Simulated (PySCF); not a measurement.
# C6H6O2S: the cost of one run

Programs: PySCF 2.14.0, with routines of our own; each step states its level. All values are computed. Atoms count from 0.

### Step 1. The starting structure

15 atoms, charge 0, multiplicity 1; geometry from: GFN2-xTB.

### Step 2. Geometry optimisation at PBE/def2-SV(P)

What the job is given:

```
{"job": {"xc": "PBE", "basis": "def2-SV(P)", "grid": 1, "kind": "geom"}, "charge": 0, "multiplicity": 1}
C      2.665270     0.501436    -0.142868
C      1.675837    -0.220281    -0.657375
C      0.278740    -0.173158    -0.255577
C     -0.678516    -0.932682    -0.799191
S     -2.248865    -0.563228    -0.018845
O     -3.154472     0.051531    -0.949025
O     -2.727676    -1.688251     0.735164
C     -1.504598     0.667282     1.063946
C     -0.210163     0.729367     0.801327
H      2.522052     1.216059     0.648859
H      3.673892     0.398764    -0.504129
H      1.886496    -0.923581    -1.451860
H     -0.588530    -1.663089    -1.576668
H     -2.074748     1.221525     1.780659
H      0.480867     1.386295     1.303671
```

Command:

```sh
OMP_NUM_THREADS=1 python excited_run.py task.json out
```

One launch serves the whole session: the jobs run in the order shown.

Q: Estimate the wall time and peak memory of this first job on 1 thread of Arm Neoverse V1, shared host.

About 85 s, with a peak of 0.66 GiB.
